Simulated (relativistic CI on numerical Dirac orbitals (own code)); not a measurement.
**Sr⁵⁺: how the levels respond to the fine-structure constant and the nuclear radius**

Aim: the factor q = dE/dx of each excitation energy, x = (α/α0)² − 1, by finite differences, and the field-shift factor by the mean square nuclear radius, for the lowest 30 levels.

The numbers are computed with relativistic CI on numerical Dirac orbitals (own code) version 4 (Dirac-Coulomb-Breit CI, KLI orbitals optimised for each configuration, valence Slater integrals scaled by 0.85, P86 correlation energy added to each configuration, derivatives by finite differences), except any that are marked as measured or tabulated.

### 1 What is computed

```
ion                 : Sr⁵⁺ (Sr VI)
nuclear charge      : 38
electrons           : 33
isotope             : A = 88
first configuration : [Ar] 3d10 4s2 4p3
```

Outer shells as boxes (Hund's rule):

[Ar] 3d10 4s2 4p3
```
[Ar] core
3d [↑↓][↑↓][↑↓][↑↓][↑↓]
4s [↑↓]
4p [↑ ][↑ ][↑ ]
```

### 2 Levels and derivatives

Input settings:

```ini
atom Sr  Z=38  charge=5  electrons=33
nucleus A=88  rms_radius_fm=4.2240
hamiltonian dirac-coulomb  breit=on  qed=off  c_scale=1
orbitals kli  potential=per-configuration
slater_scale 0.85
correlation p86
mixing on
configurations
  [Ar] 3d10 4s2 4p3
  [Ar] 3d10 4s 4p4
  [Ar] 3d10 4s2 4p2 4d
  [Ar] 3d10 4p5
  [Ar] 3d10 4s 4p3 4d
  [Ar] 3d10 4s2 4p2 4f
  [Ar] 3d10 4s2 4p2 5s
  [Ar] 3d10 4s2 4p 4d2
  [Ar] 3d10 4s2 4d3
  [Ar] 3d10 4s 4p 4d3
  [Ar] 3d10 4s2 4d2 4f
  [Ar] 3d10 4s2 4d2 5s
end
derivatives alpha2 +-0.01 radius +-1%
```

Started as:

```bash
$ python run_levels.py task.json out
```

One command runs all members of the session, one after another, from task.json.

Q: Predict the outcome of this session. Wanted: lowest level; largest q in size, lowest 30 levels; largest K in size within the lowest configuration; largest field-shift factor among them.

The runs gave:

| quantity | value |
| --- | --- |
| lowest level | 4p3 4S°3/2 |
| largest q in size, lowest 30 levels | 22230 cm⁻¹ (4p2 4d 2P1/2 + 4s 4p4 2P) |
| largest K in size within the lowest configuration | 0.60 (4p3 2P°3/2) |
| largest field-shift factor among them | -12.3 GHz/fm² (4s 4p4 4P3/2) |

What this shows: Among these levels the largest q belongs to 4p2 4d 2P1/2 + 4s 4p4 2P, a change of configuration. K = 2q/E, the relative sensitivity of a level, hangs on the computed energy: between configurations that lie close it can be off by a factor of several.
